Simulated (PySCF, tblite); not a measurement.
# C₃H₇Cl₂NSi₂: geometry, infrared bands and NMR shifts

What infrared bands and NMR shifts should C₃H₇Cl₂NSi₂ (`N#CC[SiH2][Si@H](Cl)CCl`) show?

Computed with tblite 0.8.0 and PySCF 2.14.0, with density-fitted response routines of our own, on a single molecule in the gas phase. Atoms are numbered from 0 throughout.

## Step 1: The molecule as given

15 atoms, charge 0, multiplicity 1; geometry from: force field or distance geometry start.

Bonds of the start (Å): N0–C1 1.15, C1–C2 1.48, C2–Si3 1.84, Si3–Si4 2.31, Si4–Cl5 2.05, Si4–C6 1.85, C6–Cl7 1.78, C2–H8 1.10, C2–H9 1.10, Si3–H10 1.50, Si3–H11 1.48, Si4–H12 1.49, C6–H13 1.09, C6–H14 1.09.

## Step 2: Optimising the geometry with GFN2-xTB

What the job is given:

```
{"job": {"kind": "relax", "xc": "GFN2-xTB", "basis": "xTB"}, "charge": 0, "multiplicity": 1}
N     -1.632500     1.347900    -1.990800
C     -1.842000     0.552400    -1.186100
C     -2.030700    -0.457400    -0.123700
Si    -0.472300    -1.332800     0.317500
Si     1.124900     0.181400     1.004700
Cl     0.222100     1.572500     2.215700
C      1.891200     1.038300    -0.441000
Cl     2.870600    -0.115100    -1.374700
H     -2.455800     0.027200     0.762400
H     -2.787800    -1.186300    -0.458100
H     -0.768600    -2.282100     1.441400
H      0.006800    -2.168700    -0.811900
H      2.144300    -0.487600     1.855500
H      2.571500     1.831700    -0.119400
H      1.153800     1.486500    -1.113300
```

Run with:

```console
$ OMP_NUM_THREADS=1 python probes_run.py task.json out
```

The driver reads the jobs from task.json and runs them one after another.

**Question.** This job is followed by: GFN2-xTB harmonic vibrations, gas phase; GIAO PBE0/pcSseg-1 NMR shielding, non-relativistic, gas phase. Predict these results of the whole session: strongest single infrared mode (GFN2-xTB); zero-point energy (GFN2-xTB); ¹³C shifts against TMS (PBE0/pcSseg-1); ¹H shifts against TMS (PBE0/pcSseg-1); ¹⁵N shifts against NH3 (PBE0/pcSseg-1); ²⁹Si shifts against TMS (PBE0/pcSseg-1); ³⁵Cl shifts against HCl (PBE0/pcSseg-1).

The runs gave:

```
                                 quantity                                         value
strongest single infrared mode (GFN2-xTB)                         2216 cm⁻¹, 300 km/mol
             zero-point energy (GFN2-xTB)                                 56.2 kcal/mol
   ¹³C shifts against TMS (PBE0/pcSseg-1)                         124.4, 34.7, -5.5 ppm
    ¹H shifts against TMS (PBE0/pcSseg-1)  5.27, 4.45, 4.24, 4.00, 3.50, 1.83, 1.82 ppm
   ¹⁵N shifts against NH3 (PBE0/pcSseg-1)                                     296.3 ppm
  ²⁹Si shifts against TMS (PBE0/pcSseg-1)                              -13.6, -75.7 ppm
  ³⁵Cl shifts against HCl (PBE0/pcSseg-1)                                   10, -43 ppm
```

**Reading.** Over 85 steps the energy fell by 0.253 eV; of the close pairs, C2–Si3 changed most, 1.841 to 1.933 Å. All 39 modes are real, so the xTB geometry is a minimum. The strongest single mode, at 2216 cm⁻¹, moves mainly H12 and H10. GFN2-xTB is a fitted tight-binding method: band positions and strengths are rough. Its intensities can rank the bands wrongly. C1 (nitrile carbon) lies farthest downfield among carbon, at 124.4 ppm; C≡N carbons fall here, among the sp2 signals but without a proton. At PBE0/pcSseg-1: The largest span, 501 ppm, is at N0, where the paramagnetic term is -369 ppm.
